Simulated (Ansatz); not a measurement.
# BCl₃F₂Si: a ladder of functionals and wavefunction methods

The task here is to estimate one member of a computed series from the others.

The runs use Ansatz 0.2.0, Gaussian basis; functionals in def2-TZVPP, the program's frozen cores in correlated methods.

The runs, in order: LDA (SPW92), PBE-D4, revPBE-D4, BLYP-D4, r2SCAN-D4, B97M-V, PBE0-D4, B3LYP-D4, r2SCANh-D4, r2SCAN0-D4, HSE06-D4, BHLYP-D4, CAM-B3LYP-D4, LC-ωPBE, ωB97X-V, ωB97M-V, B2PLYP, PBE-QIDH; CCSD(T)/def2-SVP; CCSD(T)/def2-TZVPP; MP2/def2-QZVPP; extrapolation to the limit; RPA on PBE.

**The geometry**

The geometry comes from an earlier relaxation with PBE0-D4 in a triple-zeta def2 set; it is a stationary point, not always the lowest conformer.

7 atoms, charge 0, spin multiplicity 1.

Atoms are counted from 1 here; the program's logs count them from 0.

Bond lengths: F1–B2 1.312 Å, B2–F3 1.313 Å, B2–Si4 2.031 Å, Si4–Cl5 2.032 Å, Si4–Cl6 2.036 Å, Si4–Cl7 2.037 Å. Angles: F1–B2–F3 118.0°, F1–B2–Si4 121.8°, F3–B2–Si4 120.2°, B2–Si4–Cl5 111.0°, B2–Si4–Cl6 109.4°, B2–Si4–Cl7 109.1°, Cl5–Si4–Cl6 109.2°, Cl5–Si4–Cl7 109.1°, Cl6–Si4–Cl7 109.1°.

The first run:

in.yaml

```yaml
crystal:
  periodic: [false, false, false]
  atoms:
    - {symbol: F, position_ang: [1.528587, -1.538421, 0.654669]}
    - {symbol: B, position_ang: [0.294729, -1.101804, 0.559897]}
    - {symbol: F, position_ang: [-0.662243, -1.840758, 1.072477]}
    - {symbol: Si, position_ang: [-0.149840, 0.657967, -0.351539]}
    - {symbol: Cl, position_ang: [1.539107, 1.607646, -0.964445]}
    - {symbol: Cl, position_ang: [-1.155604, 1.857076, 0.950875]}
    - {symbol: Cl, position_ang: [-1.333434, 0.290295, -1.967733]}
basis:
  gaussian: {orbitals: def2-TZVPP}
hamiltonian: {xc: lda}
output: {orbitals: {seedname: orbitals}}
```

Among the steps run: LDA; PBE-D4 (GGA); revPBE-D4 (GGA); BLYP-D4 (GGA); r2SCAN-D4 (meta-GGA); B97M-V (meta-GGA); PBE0-D4 (hybrid); B3LYP-D4 (hybrid); r2SCANh-D4 (hybrid); r2SCAN0-D4 (hybrid); HSE06-D4 (hybrid); BHLYP-D4 (hybrid); CAM-B3LYP-D4 (range-separated); LC-ωPBE-D4 (range-separated; the results give it without D4); ωB97X-V (range-separated); ωB97M-V (range-separated); B2PLYP (double hybrid); PBE-QIDH (double hybrid).

One of the session's tables, all rows but one given; the rest of the session is left out.

It belongs to the step «Frontier levels by functional». 

```
  functional  HOMO (eV)  LUMO (eV)  gap (eV)
 LDA (SPW92)      -7.94      -3.07      4.87
      PBE-D4          ?          ?         ?
   revPBE-D4      -7.72      -2.62      5.10
     BLYP-D4      -7.67      -2.57      5.09
   r2SCAN-D4      -8.14      -2.52      5.61
      B97M-V      -8.21      -2.56      5.65
     PBE0-D4      -9.17      -1.85      7.32
    B3LYP-D4      -8.95      -2.03      6.91
  r2SCANh-D4      -8.64      -2.20      6.44
  r2SCAN0-D4      -9.40      -1.72      7.68
    HSE06-D4      -8.77      -2.23      6.54
    BHLYP-D4     -10.47      -0.81      9.66
CAM-B3LYP-D4     -10.55      -0.70      9.85
     LC-ωPBE     -11.87       0.48     12.35
     ωB97X-V     -11.52       0.40     11.92
     ωB97M-V     -11.30       0.21     11.51
```

Q: Estimate the row for PBE-D4 from the others.

**Answer.** HOMO (eV): -7.78; LUMO (eV): -2.75; gap (eV): 5.03. In the column «HOMO (eV)» it lies between LDA (SPW92) (-7.94) and revPBE-D4 (-7.72).
